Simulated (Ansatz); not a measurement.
# LaGe2: from the start to rest

Aim: in LaGe2, a borrowed structure type, volume estimated, relax the atoms in a fixed cell, then read levels, charges and fields where it ends.

Computed, not measured: Ansatz 0.2.0, DFT, r2SCAN, no spin polarisation, plane waves, PAW.

### Step 1. Geometry

It takes space group I4_1/amd (No. 141, tetragonal). Conventional cell: a = 4.225 Å, b = 4.225 Å, c = 13.937 Å, α = 90.00°, β = 90.00°, γ = 90.00°. Ge (site symmetry 2mm) is surrounded by 3 Ge at 2.34 to 2.40 Å. La (site symmetry -4m2) has 12 Ge at 3.13 to 3.21 Å as nearest neighbours.

The coordinates stand in the input below.

It starts from an earlier solution of the starting cell (checkpoint.read).

### Step 2. The relaxation

Contents of input.yaml:

```yaml
crystal:
  lattice:
    - [0.0, 4.225351, 0.0]
    - [4.225351, 0.0, 0.0]
    - [2.112676, 2.112676, -6.968592]
  atoms:
    - { symbol: Ge, position: [0.416, 0.416, 0.168] }
    - { symbol: Ge, position: [0.166, 0.666, 0.668] }
    - { symbol: Ge, position: [0.334, 0.834, 0.332] }
    - { symbol: Ge, position: [0.584, 0.584, 0.832] }
    - { symbol: La, position: [0.0, 0.0, 0.0] }
    - { symbol: La, position: [0.75, 0.25, 0.5] }
  symmetry: { tolerance: 0.0003 }
kpoints:
  mp_grid: { grid: [6, 6, 6], shift: [0, 0, 0] }
magnetization:
  spin_polarized: false
scf:
  occupations: { method: gaussian, width: 0.0102 }
  lower_state_search: "off"
hamiltonian:
  pseudopotentials: { kind: paw }
  xc: r2scan
basis:
  ecutwfc: 500
  fft_grid_basis: typed
relax:
  max_steps: 40
output:
  forces: true
  stress: true
  eigenvalues: true
  bader: true
  populations: true
  elf: true
  write_potential: true
  volumetric_format: npy
  dos:
    e_range: [-12, 8]
    de: 0.05
    projected: { site_lists: { Ge: [Ge], La: [La] } }
  write_density: true
checkpoint:
  read: saved_state
```

Launch:

```console
ansatz run input.yaml --threads 2 --pin off --max-ram 2560MiB --backend cpu --events-out ev --progress --plain --runs-dir out
```

The program printed (excerpt; [...] marks lines left out):

```text
Warning: output.stress: scf.convergence.dr2_threshold = 1e-7 eV (the SCF's general default) is looser than the 6e-10 eV advised for a printed stress (1e-10 eV for each atom of the cell: 6). What an SCF threshold leaves in a stress goes as its square root, and in the free energy as the [...]
Warning: RAYON_NUM_THREADS=2 ignored (pool sized by the plan → 2); use --threads N
La: projections on atomic orbitals take those of the free atom [Kr 4d10] 4f0 5s2 5p6 5d1 6s2, of charge +0.00 (hamiltonian.pseudopotentials.projection_atoms); the dataset's partial waves leave at most 1.9e-5 of an orbital's norm unspanned inside its sphere
[...]
Pseudopotentials: kind: paw
Pseudopotential: Ge, paw, valence charge 14, recommended cutoff 500 eV (meta_gga), Ge.paw.azcp
Pseudopotential: La, paw, valence charge 11, recommended cutoff 500 eV (meta_gga), La.paw.azcp
Functional definition: r2SCAN
[...]
Crystal: 6 atoms, lattice volume = 124.414 Å³
Basis set: ecut = 500 eV, 3169 PW (Γ), exchange–correlation on 128×128×240 points (64 copies of the dense FFT grid, shifted against one another)
Bands: 47, of which v1, the nominal top of the filled ones, is band 39 counted from 1 (38 counted from 0)
Symmetry: 16 space group operations
Space group: I41/amd (ITA 141), of the structure as read, at distance tolerance 1.5e-3 Å
k-points: 30 of 216
[...]
SCF iter   1: F=-29744.588324 eV  HF=-29744.588407 eV  |F-HF|=8.34e-5  |Δ(HF+E_count)|=         —  Δρ=1.26e-3  dr2=2.56e-3  dr2_τ=1.94e-4  ethr=3.47e-6  ⟨swp⟩=4.0  Hψ=8696  notcnv=0
[...]
  atom   2  Ge    -0.00000000    -0.00000000     0.00004008
  atom   3  Ge     0.00000000     0.00000000    -0.00004008
  atom   4  Ge     0.00000000     0.00000000    -0.00004008
  atom   5  La    -0.00000000     0.00000000    -0.00000000
  atom   6  La     0.00000000    -0.00000000     0.00000000
[...]
--- Stress (GPa, compression-positive) ---
       13.709583       0.000000      -0.000000
        0.000000      13.709583      -0.000000
       -0.000000      -0.000000      16.272708
  P = ⅓ Tr σ = 14.5640 GPa (145.640 kbar)
--- Band table (eV; the first three rows and the last of 30) ---
[...]
--- Relaxed structure (3 steps of the walk, 3 accepted, 0 SCFs on fresh bases) ---
  F+E_penalty+E_count = -29744.58920443 eV   max|allowed force component| = 7.144e-5 eV/Å
  atoms:
    - { symbol: Ge, position: [0.4158849814480723, 0.4158849814480723, 0.1682300371038554] }
    - { symbol: Ge, position: [0.1658849814480724, 0.6658849814480724, 0.6682300371038554] }
    - { symbol: Ge, position: [0.33411501855192766, 0.8341150185519277, 0.33176996289614463] }
    - { symbol: Ge, position: [0.5841150185519275, 0.5841150185519275, 0.8317699628961445] }
    - { symbol: La, position: [-3.2413361007693984e-21, -3.2413359733173514e-21, 6.482671179519224e-21] }
    - { symbol: La, position: [0.75, 0.2500000000000001, 0.49999999999999994] }
--- Löwdin populations: 6 sites ---
  site symbol       q [e]
     0     Ge     14.0743
     1     Ge     14.0743
     2     Ge     14.0743
     3     Ge     14.0743
     4     La     10.7770
     5     La     10.7770
  spilling = 0.001907 (of n_electrons = 78.000000)
--- Bader charges: 6 sites ---
  site symbol  charge [e]  shift [e]
     0     Ge     -0.6841     0.0000
     1     Ge     -0.6841     0.0000
     2     Ge     -0.6841     0.0000
     3     Ge     -0.6840     0.0000
     4     La      1.3681     0.0000
     5     La      1.3681     0.0000
  estimated error of the sums over rays = 6.9e-4 e
```

Run time: 87 s. Hardware: 2 threads of Arm Neoverse V1, shared host; peak memory 0.84 GiB.

Step by step:

| step | energy from step 1 (eV/cell) | largest force component (eV/Å) |
| --- | --- | --- |
| 1 | 0.0000 | 0.0396 |
| 2 | -0.0001 | 0.0117 |
| 3 | -0.0001 | 0.0001 |

Step 1 is the start.

### Step 3. Total and projected density of states

Counts of states in windows (eV from the Fermi level; tetrahedra), total and projected:

| from | to | total | Ge s | Ge p | La d | La f |
| --- | --- | --- | --- | --- | --- | --- |
| -8.0 | -7.0 | 0.82 | 0.34 | 0.37 | 0.06 | 0.01 |
| -7.0 | -6.0 | 0.90 | 0.31 | 0.45 | 0.08 | 0.01 |
| -6.0 | -5.0 | 0.52 | 0.06 | 0.36 | 0.06 | 0.01 |
| -5.0 | -4.0 | 3.42 | 0.06 | 2.68 | 0.43 | 0.04 |
| -4.0 | -3.0 | 2.17 | 0.07 | 1.45 | 0.40 | 0.03 |
| -3.0 | -2.0 | 4.17 | 0.10 | 2.37 | 1.42 | 0.07 |
| -2.0 | -1.0 | 1.87 | 0.14 | 0.80 | 0.79 | 0.09 |
| -1.0 | 0.0 | 2.08 | 0.38 | 0.66 | 0.75 | 0.19 |
| 0.0 | 1.0 | 3.11 | 0.32 | 0.91 | 1.03 | 0.66 |
| 1.0 | 2.0 | 5.13 | 0.19 | 0.70 | 1.50 | 2.44 |

The bands computed are complete only to about 2.2 eV above the Fermi level.

### Step 4. How the electrons are shared

Gathered by element (positive charge: electrons given up): Löwdin charges also hold the electrons that the projection spills.

| element | atoms | Bader charge (e) | Bader volume (Å³) | Löwdin charge (e) |
| --- | --- | --- | --- | --- |
| Ge | 4 | -0.68 | 20.4 | -0.07 |
| La | 2 | +1.37 | 21.5 | +0.22 |

The Löwdin projection spills 0.2 % of the electrons and depends on the orbitals chosen; where it disagrees with Bader's partition, neither is an observable.

### Step 5. Real-space fields

Maps in the plane spanned by a and b at height 0.668 along c (axes of the input's cell), one cell: a runs left to right (13 points from zero), b bottom to top (13 points), 90° apart. Inside the augmentation spheres the fields are the smooth ones.

Valence density. Ten steps from '0' (0.08 e/Å³) to '9' (47.70 e/Å³), finer at the low end (step k begins (100^(k/10) - 1)/99 of the way up):
```
0000000000000
1121100000000
1364210000000
2698310000001
2697310000001
1243110000000
0111100000000
0000000000000
0000000000000
0000000001000
0000000011000
0000000000000
0000000000000
```

ELF. Ten even steps from '0' (0.00) to '9' (0.71):
```
8888863222225
6655675455456
5201466666666
4000357766675
4000357666676
5323566666666
7666775444346
7999852122124
4898621133211
1454211366411
1233101477520
2565311355311
5999731122212
```

Atoms within 0.2 Å of the plane, in fractions of a and b: Ge at (0.17, 0.67).

At the density minimum on some short contacts:

| contact | length (Å) | minimum at (fraction) | density (e/Å³) | ELF |
| --- | --- | --- | --- | --- |
| Ge1–Ge4 | 2.345 | 0.50 | 0.524 | 0.58 |

### Step 6. Outcome

| quantity | value |
| --- | --- |
| moves | 2 |
| energy gained | 0.0 meV/atom |
| largest move | 0.00 Å |
| space group (0.01 Å), before / after | I4_1/amd / I4_1/amd |
| pressure left in the fixed cell | 14.6 GPa |
| character | metal |
| density of states, mean within 0.25 eV of the Fermi level | 2.9 per eV per cell |
| Bader charges | Ge -0.68, La +1.37 e |

What this shows: In the fixed cell the atoms end where they began within the cell. The fixed cell still holds a mean pressure of 14.6 GPa, so it would expand if let free. With 16 symmetry operations imposed, the end may be a saddle point towards distortions that break them. The cell is metallic; within 0.25 eV of the Fermi level the density of states averages 2.9 per eV per cell, mostly La d (35 %), Ge p (32 %) and La f (14 %). By Bader's partition La gives up most (+1.37 e) and Ge takes most (-0.68 e).

Limits of this run: the SCF threshold is loose for a stress.
